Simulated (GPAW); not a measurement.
# Ta3W (Fm-3m) in GPAW: reference runs

Aim: a first look at Ta3W with PBEsol, on the cell as given and on a disturbed one.

All numbers are computed with GPAW 26.7.0; they aren't measurements. Logs are shortened: lines on timing, memory, paths and dates and some standing lists are left out, and cuts for length are marked. The log counts tension as positive stress, the text compression.

## 1. Starting point

It takes space group Fm-3m (No. 225, cubic). The conventional cell has a = 6.534 Å, b = 6.534 Å, c = 6.534 Å, α = 90.00°, β = 90.00°, γ = 90.00°. Around W (site symmetry m-3m) lie 8 Ta at 2.83 Å. Ta (site symmetry m-3m) has 8 Ta at 2.83 Å as nearest neighbours. Around Ta (site symmetry -43m) lie 4 W at 2.83 Å and 4 Ta at 2.83 Å.

The cell comes from a database or a generator and needn't be the stable form of this composition.

## 2. Single point, PBEsol

Input file run.py:

```python
from ase import Atoms
from ase.dft.bandgap import bandgap
from ase.io import write
from ase.units import Bohr, GPa
from gpaw import GPAW, PW, setup_paths
from gpaw.elf import elf_from_dft_calculation

setup_paths.insert(0, '.')

atoms = Atoms(['W', 'Ta', 'Ta', 'Ta'],
              cell=[[0.0, 3.2671732, 3.2671732],
                    [3.2671732, 0.0, 3.2671732],
                    [3.2671732, 3.2671732, 0.0]],
              scaled_positions=[[0.0, 0.0, 0.0],
                                [0.5, 0.5, 0.5],
                                [0.75, 0.75, 0.75],
                                [0.25, 0.25, 0.25]],
              pbc=True)

calc = GPAW(mode=PW(600),
            xc='PBEsol',
            kpts={'size': (7, 7, 7), 'gamma': True},
            occupations={'name': 'fermi-dirac', 'width': 0.05},
            nbands=48,
            convergence={'density': 1e-05, 'energy': 1e-05},
            maxiter=150,
            txt='gpaw.txt')
atoms.calc = calc
energy = atoms.get_potential_energy()
forces = atoms.get_forces()
stress = atoms.get_stress()
calc.write('gs.gpw')
write('result.traj', atoms)
print(f'Energy: {energy:.6f} eV')
print('Forces (eV/A):')
print(forces.round(4))
print('Stress (GPa):', (stress / GPa).round(3))
print('Fermi level:', round(calc.get_fermi_level(), 4), 'eV')
print(f'Gap: {bandgap(calc)[0]:.4f} eV, direct: {bandgap(calc, direct=True)[0]:.4f} eV')

# fields on the real-space grid
write('density.cube', atoms, data=calc.get_pseudo_density() * Bohr**3)
write('potential.cube', atoms, data=calc.get_electrostatic_potential())
write('elf.cube', atoms, data=elf_from_dft_calculation(calc).data)
```

Potentials or basis: PAW data sets generated in the run's folder for this functional, pw.

Started as:

```sh
$ gpaw-setup -f PBEsol Ta W
$ OMP_NUM_THREADS=1 python run.py
```

gpaw.txt:

```text
__  _  _
 | _ |_)|_||  |
 |__||  | ||/\| - 26.7.0

Input parameters:
  mode=PW(ecut=600.0),
  convergence={'density': 1e-05, 'energy': 1e-05},
  kpts=MonkhorstPack(size=(7, 7, 7), gamma=True),
  maxiter=150,
  nbands=48,
  occupations=Occupations(name='fermi-dirac', width=0.05),
  xc=XC(name='PBEsol')

Diagonalizing LCAO Hamiltonian
Converting LCAO to pw mode

                      Ta

                 Ta

            Ta

       W

Atoms  # Å, Bohr magnetons
|   | symbol |        x |        y |        z |    initial magnetic moments |
|---|--------|----------|----------|----------|-----------------------------|
| 0 |      W | 0.000000 | 0.000000 | 0.000000 | ( 0.0000,  0.0000,  0.0000) |
| 1 |     Ta | 3.267173 | 3.267173 | 3.267173 | ( 0.0000,  0.0000,  0.0000) |
| 2 |     Ta | 4.900760 | 4.900760 | 4.900760 | ( 0.0000,  0.0000,  0.0000) |
| 3 |     Ta | 1.633587 | 1.633587 | 1.633587 | ( 0.0000,  0.0000,  0.0000) |

Unit cell  # Å
| periodic |        x |        y |        z |  lengths |    angles |
|----------|----------|----------|----------|----------|-----------|
|      yes | 0.000000 | 3.267173 | 3.267173 | 4.620481 | 60.000000 |
|      yes | 3.267173 | 0.000000 | 3.267173 | 4.620481 | 60.000000 |
|      yes | 3.267173 | 3.267173 | 0.000000 | 4.620481 | 60.000000 |

Number of symmetries: 48
Symmetry operations  # r_c * U_cc + t_c -> r_c
|    | kind |            matrix            |
|----|------|------------------------------|
|  0 |  σ   |  1, 0, 0,  1, 0,-1,  1,-1, 0 |
|  1 |  C2  |  1, 0, 0,  1,-1, 0,  1, 0,-1 |
|  2 |  E   |  1, 0, 0,  0, 1, 0,  0, 0, 1 |
|  3 |  σ   |  1, 0, 0,  0, 0, 1,  0, 1, 0 |
|  4 |  C4  |  1, 0,-1,  1, 0, 0,  1,-1, 0 |
|  5 |  S6  |  1, 0,-1,  1,-1, 0,  1, 0, 0 |
|  6 |  σ   |  1, 0,-1,  0, 1,-1,  0, 0,-1 |
|  7 |  C3  |  1, 0,-1,  0, 0,-1,  0, 1,-1 |
|  8 |  S6  |  1,-1, 0,  1, 0, 0,  1, 0,-1 |
|  9 |  C4  |  1,-1, 0,  1, 0,-1,  1, 0, 0 |
| 10 |  C3  |  1,-1, 0,  0,-1, 1,  0,-1, 0 |
| 11 |  σ   |  1,-1, 0,  0,-1, 0,  0,-1, 1 |
| 12 |  σ   |  0, 1, 0,  1, 0, 0,  0, 0, 1 |
| 13 |  C4  |  0, 1, 0,  0, 1,-1, -1, 1, 0 |
| 14 |  C3  |  0, 1, 0,  0, 0, 1,  1, 0, 0 |
| 15 |  S6  |  0, 1, 0, -1, 1, 0,  0, 1,-1 |
| 16 |  C2  |  0, 1,-1,  1, 0,-1,  0, 0,-1 |
| 17 |  σ   |  0, 1,-1,  0, 1, 0, -1, 1, 0 |
| 18 |  S4  |  0, 1,-1,  0, 0,-1,  1, 0,-1 |
| 19 |  C4  |  0, 1,-1, -1, 1, 0,  0, 1, 0 |
| 20 |  C3  |  0, 0, 1,  1, 0, 0,  0, 1, 0 |
| 21 |  σ   |  0, 0, 1,  0, 1, 0,  1, 0, 0 |
| 22 |  S6  |  0, 0, 1,  0,-1, 1, -1, 0, 1 |
| 23 |  C4  |  0, 0, 1, -1, 0, 1,  0,-1, 1 |
| 24 |  S4  |  0, 0,-1,  1, 0,-1,  0, 1,-1 |
| 25 |  C3  |  0, 0,-1,  0, 1,-1,  1, 0,-1 |
| 26 |  C2  |  0, 0,-1,  0,-1, 0, -1, 0, 0 |
| 27 |  S6  |  0, 0,-1, -1, 0, 0,  0,-1, 0 |
| 28 |  S4  |  0,-1, 1,  1,-1, 0,  0,-1, 0 |
| 29 |  C4  |  0,-1, 1,  0, 0, 1, -1, 0, 1 |
| 30 |  C2  |  0,-1, 1,  0,-1, 0,  1,-1, 0 |
| 31 |  σ   |  0,-1, 1, -1, 0, 1,  0, 0, 1 |
| 32 |  C3  |  0,-1, 0,  1,-1, 0,  0,-1, 1 |
| 33 |  S6  |  0,-1, 0,  0, 0,-1, -1, 0, 0 |
| 34 |  S4  |  0,-1, 0,  0,-1, 1,  1,-1, 0 |
| 35 |  C2  |  0,-1, 0, -1, 0, 0,  0, 0,-1 |
| 36 |  C2  | -1, 1, 0,  0, 1, 0,  0, 1,-1 |
| 37 |  S6  | -1, 1, 0,  0, 1,-1,  0, 1, 0 |
| 38 |  S4  | -1, 1, 0, -1, 0, 1, -1, 0, 0 |
| 39 |  C3  | -1, 1, 0, -1, 0, 0, -1, 0, 1 |
| 40 |  S6  | -1, 0, 1,  0, 0, 1,  0,-1, 1 |
| 41 |  C2  | -1, 0, 1,  0,-1, 1,  0, 0, 1 |
| 42 |  C3  | -1, 0, 1, -1, 1, 0, -1, 0, 0 |
| 43 |  S4  | -1, 0, 1, -1, 0, 0, -1, 1, 0 |
| 44 |  C2  | -1, 0, 0,  0, 0,-1,  0,-1, 0 |
| 45 |  i   | -1, 0, 0,  0,-1, 0,  0, 0,-1 |
| 46 |  σ   | -1, 0, 0, -1, 1, 0, -1, 0, 1 |
| 47 |  C2  | -1, 0, 0, -1, 0, 1, -1, 1, 0 |

BZ-sampling:
  Number of BZ points: 343
  Number of IBZ points: 20

  Monkhorst-Pack size: [7, 7, 7]
  Monkhorst-Pack shift: [0, 0, 0]

K-points  # in reciprocal-cell coordinates
|     |                                coordinates |     weight |
|-----|--------------------------------------------|------------|
|   0 | (  0.00000000,   0.00000000,   0.00000000) | 0.00291545 |
|   1 | (  0.14285714,   0.14285714,   0.00000000) | 0.01749271 |
|   2 | (  0.14285714,   0.14285714,   0.14285714) | 0.02332362 |
|   3 | (  0.28571429,   0.14285714,   0.14285714) | 0.03498542 |
|   4 | (  0.28571429,   0.28571429,   0.00000000) | 0.01749271 |
|   5 | (  0.28571429,   0.28571429,   0.14285714) | 0.06997085 |
|   6 | (  0.28571429,   0.28571429,   0.28571429) | 0.02332362 |
|   7 | (  0.42857143,  -0.28571429,  -0.28571429) | 0.03498542 |
|   8 | (  0.42857143,   0.28571429,  -0.42857143) | 0.13994169 |
|   9 | (  0.42857143,   0.28571429,  -0.28571429) | 0.06997085 |
| ... |                                            |            |
|  19 | (  0.42857143,   0.42857143,   0.42857143) | 0.02332362 |

Plane wave coefficients: 2341
Cutoff: 600.0 eV

Spin-components: 1 (collinear spins)
Bands:           48
Projectors:      24
Spin-degeneracy: 2
Datatype:        complex128

Parallelization:
  kpt:    1
  domain: 1
  band:   1

Density:
  Valence electrons: 53.0
  Components: 1
  Grid points: [27 27 27]
  Charge: 0.0  # |e|

Potential:
  Grid points: [27 27 27]

species:
  W:
    name:    Tungsten
    Z:       74.0
    valence: 14
    core:    60
    charge:  0.0  # [|e|]
    compensation charges:
      type: gauss
      rc: 0.40  # [Å]
      lmax: 2
    cutoffs:
      filter: 2.36  # [Å]
      core: 3.02  # [Å]
    projectors
    | kind |    occ | energy [eV] | rcut [Å] |
    |------|--------|-------------|----------|
    |   5s |  2.000 |     -78.864 |    1.344 |
    |   6s |  2.000 |      -5.730 |    1.344 |
    |   5p |  6.000 |     -43.252 |    1.355 |
    |   6p |  0.000 |      -1.338 |    1.355 |
    |   5d |  4.000 |      -4.526 |    1.228 |
    |    d |        |      22.686 |    1.228 |

    Using partial waves for W as LCAO basis

  Ta:
    name:    Tantalum
    Z:       73.0
    valence: 13
    core:    60
    charge:  0.0  # [|e|]
    compensation charges:
      type: gauss
      rc: 0.42  # [Å]
      lmax: 2
    cutoffs:
      filter: 2.36  # [Å]
      core: 3.45  # [Å]
    projectors
    | kind |    occ | energy [eV] | rcut [Å] |
    |------|--------|-------------|----------|
    |   5s |  2.000 |     -72.818 |    1.365 |
    |   6s |  2.000 |      -5.457 |    1.365 |
    |   5p |  6.000 |     -39.444 |    1.349 |
    |   6p |  0.000 |      -1.369 |    1.349 |
    |   5d |  3.000 |      -3.632 |    1.307 |
    |    d |        |      23.579 |    1.307 |

    Using partial waves for Ta as LCAO basis

Reference energy: -1710781.192101  # eV

eigensolver:
  PPCG
  Converge bands: occupied
  niter=2

density mixing:
  MSR1-Mixer
  Pratt-step length: 0.05
  Maximum mixing coefficient: 0.75
  Old densities: 10
  SVD Regularization: 0.005
  Good broyden scale: 1.0
  Trust region scale: 1.0
  Backstep threshold: 4.0
  History deletion threshold: 6.0
  Fourier metric: weight=20.0, sigma=0.015

occupation numbers:
  Fermi-Dirac:
    width: 0.0500  # eV

poisson solver:
  ecut: 4800.0  # eV

xc functional:
  name: PBEsol with 2 nearest neighbor stencil

convergence criteria:
- Maximum integral of absolute [dens]ity change: 1e-05 electrons / valence electron
- Maximum [total energy] change in last 3 cyles: 1e-05 eV / valence electron
- Maximum integral of absolute [eigenst]ate change: 4e-08 eV^2 / valence electron
maximum number of iterations: 150

SCF iterations
|iter     | |      energy | eigst |  dens |
|---------|-|-------------|-------|-------|
|iter:   1| |  -44.996883 | +0.06 |       |
|iter:   2| |  -44.918531 | -2.44 | -1.29 |
|iter:   3| |  -44.361072 | -1.33 | -1.31 |
|iter:   4| |  -44.419156 | -2.71 | -1.93 |
|iter:   5| |  -44.346147 | -3.09 | -1.83 |
|iter:   6| |  -44.355844 | -3.84 | -2.27 |
|iter:   7| |  -44.354021 | -4.35 | -2.57 |
|iter:   8| |  -44.354033 | -6.43 | -3.72 |
|iter:   9| |  -44.354034c| -7.31 | -4.08 |
|iter:  10| |  -44.354034c| -8.28c| -5.20c|

Converged in 10 steps
Energy contributions relative to reference atoms: (reference = -1710781.192101)

Energy contributions:
  Kinetic:          20.160656
  Coulomb:         -23.988265
  Zero:             -0.828268
  External:          0.000000
  Xc:              -39.678247
  Entropy:          -0.039821
  Spinorbit:         0.000000
  ----------------------------
  Free energy:     -44.373944
  Extrapolated:    -44.354034

dipole moment: (-24.399695, -24.399695, -24.399695)  # |e|*Ang

Fermi level: 12.103
Eigenvalues  # (at kpt = [0.000, 0.000, 0.000])
| band index |      eig [eV] | occ [0-2] |
|------------|---------------|-----------|
|          0 |       -60.883 |     2.000 |
|        ... |               |           |
|         17 |         8.014 |     2.000 |
|         18 |         8.014 |     2.000 |
|         19 |        10.564 |     2.000 |
|         20 |        10.564 |     2.000 |
|         21 |        10.564 |     2.000 |
|         22 |        10.753 |     2.000 |
[... 8 lines left out ...]
|         31 |        16.803 |     0.000 |
|         32 |        17.315 |     0.000 |
|        ... |               |           |
|         47 |        25.207 |     0.000 |

No gap
No difference between direct/indirect transitions

Forces  # eV/Ang
|        x |       y |        z |
|----------|---------|----------|
| -0.00000 | 0.00000 |  0.00000 |  # W    0
|  0.00000 | 0.00000 | -0.00000 |  # Ta   1
|  0.00000 | 0.00000 |  0.00000 |  # Ta   2
|  0.00000 | 0.00000 |  0.00000 |  # Ta   3

Stress tensor  # eV/Ang^3
|         x |         y |         z |
|-----------|-----------|-----------|
|  0.030067 | -0.000000 | -0.000000 |
| -0.000000 |  0.030067 |  0.000000 |
| -0.000000 |  0.000000 |  0.030067 |

# Writing to gs.gpw (mode='')
```

Wall time 64 s (1 thread of Arm Neoverse V1, shared host); peak memory 0.23 GiB.

Results:

```
Free energy            : -44.3739 eV
Pressure               : -4.8 GPa
Band gap on the k mesh : none (metal or under the smearing width)
```

The run has no spin-orbit coupling, so splittings on Ta, W are missing.

## 3. Single point, PBEsol (atoms moved at random, drawn with an rms of 0.05 Å)

Changes to run.py since step 2:

```diff
@@ -3,5 +3,4 @@
 from ase.io import write
-from ase.units import Bohr, GPa
+from ase.units import GPa
 from gpaw import GPAW, PW, setup_paths
-from gpaw.elf import elf_from_dft_calculation
 
@@ -13,6 +12,6 @@
                     [3.2671732, 3.2671732, 0.0]],
-              scaled_positions=[[0.0, 0.0, 0.0],
-                                [0.5, 0.5, 0.5],
-                                [0.75, 0.75, 0.75],
-                                [0.25, 0.25, 0.25]],
+              scaled_positions=[[0.004122, 0.000923, 0.002025],
+                                [0.5117, 0.494022, 0.49987],
+                                [0.749422, 0.737864, 0.755652],
+                                [0.252506, 0.252173, 0.244522]],
               pbc=True)
@@ -39,6 +38 @@
 print(f'Gap: {bandgap(calc)[0]:.4f} eV, direct: {bandgap(calc, direct=True)[0]:.4f} eV')
-
-# fields on the real-space grid
-write('density.cube', atoms, data=calc.get_pseudo_density() * Bohr**3)
-write('potential.cube', atoms, data=calc.get_electrostatic_potential())
-write('elf.cube', atoms, data=elf_from_dft_calculation(calc).data)
```

Potentials or basis: PAW data sets generated in the run's folder for this functional, pw.

Started as:

```sh
$ gpaw-setup -f PBEsol Ta W
$ OMP_NUM_THREADS=1 python run.py
```

gpaw.txt:

```text
__  _  _
 | _ |_)|_||  |
 |__||  | ||/\| - 26.7.0

Input parameters:
  mode=PW(ecut=600.0),
  convergence={'density': 1e-05, 'energy': 1e-05},
  kpts=MonkhorstPack(size=(7, 7, 7), gamma=True),
  maxiter=150,
  nbands=48,
  occupations=Occupations(name='fermi-dirac', width=0.05),
  xc=XC(name='PBEsol')

Diagonalizing LCAO Hamiltonian
Converting LCAO to pw mode

                      Ta

                 Ta

            Ta

       W

Atoms  # Å, Bohr magnetons
|   | symbol |        x |        y |        z |    initial magnetic moments |
|---|--------|----------|----------|----------|-----------------------------|
| 0 |      W | 0.009632 | 0.020083 | 0.016483 | ( 0.0000,  0.0000,  0.0000) |
| 1 |     Ta | 3.247217 | 3.304974 | 3.285868 | ( 0.0000,  0.0000,  0.0000) |
| 2 |     Ta | 4.879575 | 4.917337 | 4.859221 | ( 0.0000,  0.0000,  0.0000) |
| 3 |     Ta | 1.622789 | 1.623877 | 1.648874 | ( 0.0000,  0.0000,  0.0000) |

Unit cell  # Å
| periodic |        x |        y |        z |  lengths |    angles |
|----------|----------|----------|----------|----------|-----------|
|      yes | 0.000000 | 3.267173 | 3.267173 | 4.620481 | 60.000000 |
|      yes | 3.267173 | 0.000000 | 3.267173 | 4.620481 | 60.000000 |
|      yes | 3.267173 | 3.267173 | 0.000000 | 4.620481 | 60.000000 |

Number of symmetries: 1
Symmetry operations  # r_c * U_cc + t_c -> r_c
|   | kind |            matrix            |
|---|------|------------------------------|
| 0 |  E   |  1, 0, 0,  0, 1, 0,  0, 0, 1 |

BZ-sampling:
  Number of BZ points: 343
  Number of IBZ points: 172

  Monkhorst-Pack size: [7, 7, 7]
  Monkhorst-Pack shift: [0, 0, 0]

K-points  # in reciprocal-cell coordinates
|     |                                coordinates |     weight |
|-----|--------------------------------------------|------------|
|   0 | (  0.00000000,   0.00000000,   0.00000000) | 0.00291545 |
|   1 | (  0.00000000,   0.00000000,   0.14285714) | 0.00583090 |
|   2 | (  0.00000000,   0.00000000,   0.28571429) | 0.00583090 |
|   3 | (  0.00000000,   0.00000000,   0.42857143) | 0.00583090 |
|   4 | (  0.00000000,   0.14285714,  -0.42857143) | 0.00583090 |
|   5 | (  0.00000000,   0.14285714,  -0.28571429) | 0.00583090 |
|   6 | (  0.00000000,   0.14285714,  -0.14285714) | 0.00583090 |
|   7 | (  0.00000000,   0.14285714,   0.00000000) | 0.00583090 |
|   8 | (  0.00000000,   0.14285714,   0.14285714) | 0.00583090 |
|   9 | (  0.00000000,   0.14285714,   0.28571429) | 0.00583090 |
| ... |                                            |            |
| 171 | (  0.42857143,   0.42857143,   0.42857143) | 0.00583090 |

Plane wave coefficients: 2341
Cutoff: 600.0 eV

Spin-components: 1 (collinear spins)
Bands:           48
Projectors:      24
Spin-degeneracy: 2
Datatype:        complex128

Parallelization:
  kpt:    1
  domain: 1
  band:   1

Density:
  Valence electrons: 53.0
  Components: 1
  Grid points: [27 27 27]
  Charge: 0.0  # |e|

Potential:
  Grid points: [27 27 27]

species:
  W:
    name:    Tungsten
    Z:       74.0
    valence: 14
    core:    60
    charge:  0.0  # [|e|]
    compensation charges:
      type: gauss
      rc: 0.40  # [Å]
      lmax: 2
    cutoffs:
      filter: 2.36  # [Å]
      core: 3.02  # [Å]
    projectors
    | kind |    occ | energy [eV] | rcut [Å] |
    |------|--------|-------------|----------|
    |   5s |  2.000 |     -78.864 |    1.344 |
    |   6s |  2.000 |      -5.730 |    1.344 |
    |   5p |  6.000 |     -43.252 |    1.355 |
    |   6p |  0.000 |      -1.338 |    1.355 |
    |   5d |  4.000 |      -4.526 |    1.228 |
    |    d |        |      22.686 |    1.228 |

    Using partial waves for W as LCAO basis

  Ta:
    name:    Tantalum
    Z:       73.0
    valence: 13
    core:    60
    charge:  0.0  # [|e|]
    compensation charges:
      type: gauss
      rc: 0.42  # [Å]
      lmax: 2
    cutoffs:
      filter: 2.36  # [Å]
      core: 3.45  # [Å]
    projectors
    | kind |    occ | energy [eV] | rcut [Å] |
    |------|--------|-------------|----------|
    |   5s |  2.000 |     -72.818 |    1.365 |
    |   6s |  2.000 |      -5.457 |    1.365 |
    |   5p |  6.000 |     -39.444 |    1.349 |
    |   6p |  0.000 |      -1.369 |    1.349 |
    |   5d |  3.000 |      -3.632 |    1.307 |
    |    d |        |      23.579 |    1.307 |

    Using partial waves for Ta as LCAO basis

Reference energy: -1710781.192101  # eV

eigensolver:
  PPCG
  Converge bands: occupied
  niter=2

density mixing:
  MSR1-Mixer
  Pratt-step length: 0.05
  Maximum mixing coefficient: 0.75
  Old densities: 10
  SVD Regularization: 0.005
  Good broyden scale: 1.0
  Trust region scale: 1.0
  Backstep threshold: 4.0
  History deletion threshold: 6.0
  Fourier metric: weight=20.0, sigma=0.015

occupation numbers:
  Fermi-Dirac:
    width: 0.0500  # eV

poisson solver:
  ecut: 4800.0  # eV

xc functional:
  name: PBEsol with 2 nearest neighbor stencil

convergence criteria:
- Maximum integral of absolute [dens]ity change: 1e-05 electrons / valence electron
- Maximum [total energy] change in last 3 cyles: 1e-05 eV / valence electron
- Maximum integral of absolute [eigenst]ate change: 4e-08 eV^2 / valence electron
maximum number of iterations: 150

SCF iterations
|iter     | |      energy | eigst |  dens |
|---------|-|-------------|-------|-------|
|iter:   1| |  -44.961994 | +0.06 |       |
|iter:   2| |  -44.882711 | -2.44 | -1.29 |
|iter:   3| |  -44.324887 | -1.33 | -1.31 |
|iter:   4| |  -44.383340 | -2.72 | -1.93 |
|iter:   5| |  -44.309838 | -3.10 | -1.83 |
|iter:   6| |  -44.319509 | -3.84 | -2.27 |
|iter:   7| |  -44.317762 | -4.38 | -2.59 |
|iter:   8| |  -44.317771 | -6.40 | -3.70 |
|iter:   9| |  -44.317773c| -7.23 | -4.05 |
|iter:  10| |  -44.317773c| -7.92c| -4.28 |
|iter:  11| |  -44.317772c| -8.21c| -4.89 |
|iter:  12| |  -44.317772c| -8.96c| -5.53c|

Converged in 12 steps
Energy contributions relative to reference atoms: (reference = -1710781.192101)

Energy contributions:
  Kinetic:          20.654483
  Coulomb:         -24.375307
  Zero:             -0.828183
  External:          0.000000
  Xc:              -39.749118
  Entropy:          -0.039296
  Spinorbit:         0.000000
  ----------------------------
  Free energy:     -44.337421
  Extrapolated:    -44.317772

dipole moment: (-24.457607, -24.024701, -24.292118)  # |e|*Ang

Fermi level: 12.115
Eigenvalues  # (at kpt = [0.000, 0.000, 0.000])
| band index |      eig [eV] | occ [0-2] |
|------------|---------------|-----------|
|          0 |       -60.880 |     2.000 |
|        ... |               |           |
|         17 |         8.012 |     2.000 |
|         18 |         8.017 |     2.000 |
|         19 |        10.541 |     2.000 |
|         20 |        10.555 |     2.000 |
|         21 |        10.567 |     2.000 |
|         22 |        10.757 |     2.000 |
[... 8 lines left out ...]
|         31 |        16.798 |     0.000 |
|         32 |        17.288 |     0.000 |
|        ... |               |           |
|         47 |        25.385 |     0.000 |

No gap
No difference between direct/indirect transitions

Forces  # eV/Ang
|        x |        y |        z |
|----------|----------|----------|
| -0.30373 | -0.10959 | -0.28126 |  # W    0
|  0.09241 | -0.39399 | -0.34286 |  # Ta   1
|  0.18680 |  0.04927 |  0.72973 |  # Ta   2
|  0.02451 |  0.45431 | -0.10561 |  # Ta   3

Stress tensor  # eV/Ang^3
|         x |         y |         z |
|-----------|-----------|-----------|
|  0.028414 | -0.000934 |  0.000558 |
| -0.000934 |  0.028645 | -0.000296 |
|  0.000558 | -0.000296 |  0.028584 |

# Writing to gs.gpw (mode='')
```

It took 8.5 min on 1 thread of Arm Neoverse V1, shared host; peak memory 0.57 GiB.

What came out:

```yaml
Free_energy: -44.3374 eV
Pressure: -4.6 GPa
Largest_force: 0.755 eV/Å
Band_gap_on_the_k_mesh: none (metal or under the smearing width)
```

Forces in eV/Å, atoms in the order of the input:
```
W   -0.304 -0.110 -0.281
Ta   0.092 -0.394 -0.343
Ta   0.187  0.049  0.730
Ta   0.025  0.454 -0.106
```
